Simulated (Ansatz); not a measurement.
# AlFH8N2: the cost of one run

Program: Ansatz 0.2.0. Level of theory: RKS BLYP-D4/def2-SVP. These are calculated values, not measurements.

## 1. Starting point

Bond lengths: Al1–F2 2.110 Å, Al1–H3 1.538 Å, Al1–H4 1.539 Å, Al1–N6 2.237 Å, N6–H9 1.014 Å, N6–H10 1.013 Å, N8–H11 1.007 Å, N8–H12 1.007 Å. Angles: F2–Al1–H3 109.6°, F2–Al1–H4 107.3°, F2–Al1–N6 88.6°, H3–Al1–H4 120.2°, H3–Al1–N6 112.4°, H4–Al1–N6 113.8°, Al1–N6–H9 114.1°, Al1–N6–H10 116.8°, H9–N6–H10 107.7°, H11–N8–H12 110.8°.

As a file:

```xyz
12

Al   -1.7160    0.1783   -0.7336
F     0.1179    0.3251   -1.7661
H    -2.5158   -1.0208   -1.2707
H    -2.3447    1.5831   -0.7138
H     0.7123   -0.1625    0.7494
N    -0.5691   -0.3222    1.1208
H     1.0783    0.2293   -1.0377
N     1.8328    0.0519    0.0467
H    -0.6629   -1.2875    1.4182
H    -0.7285    0.2669    1.9299
H     2.4610   -0.7306   -0.0376
H     2.3348    0.8890    0.2945
```

## 2. Pulling towards end A

Springs on the bonds that form and break draw the guess towards this end; the thresholds are loose.

input.yaml reads:

```yaml
crystal:
  periodic: [false, false, false]
  atoms:
    - { symbol: Al, position_ang: [-1.716, 0.1783, -0.7336] }
    - { symbol: F, position_ang: [0.1179, 0.3251, -1.7661] }
    - { symbol: H, position_ang: [-2.5158, -1.0208, -1.2707] }
    - { symbol: H, position_ang: [-2.3447, 1.5831, -0.7138] }
    - { symbol: H, position_ang: [0.7123, -0.1625, 0.7494] }
    - { symbol: "N", position_ang: [-0.5691, -0.3222, 1.1208] }
    - { symbol: H, position_ang: [1.0783, 0.2293, -1.0377] }
    - { symbol: "N", position_ang: [1.8328, 0.0519, 0.0467] }
    - { symbol: H, position_ang: [-0.6629, -1.2875, 1.4182] }
    - { symbol: H, position_ang: [-0.7285, 0.2669, 1.9299] }
    - { symbol: H, position_ang: [2.461, -0.7306, -0.0376] }
    - { symbol: H, position_ang: [2.3348, 0.889, 0.2945] }
basis:
  gaussian: { orbitals: def2-SVP }
hamiltonian:
  xc: blyp
  dispersion: d4
relax:
  f_tol: 0.15
  max_steps: 25
  restrain:
    - { distance: [0, 5], at: 3.22, k: 30.0 }
    - { distance: [4, 7], at: 2.32, k: 30.0 }
    - { distance: [6, 1], at: 2.18, k: 30.0 }
    - { distance: [0, 1], at: 1.78, k: 30.0 }
    - { distance: [4, 5], at: 1.02, k: 30.0 }
    - { distance: [6, 7], at: 1.02, k: 30.0 }
```

Command:

```bash
ansatz run input.yaml --threads 2 --pin off --max-ram 3072MiB --backend cpu --events-out ev --progress --plain --runs-dir out
```

Q: Estimate wall time and peak memory on 2 threads of AMD EPYC 7B13 (Zen 3), shared host.

About 17 s, with a peak of 0.15 GiB.
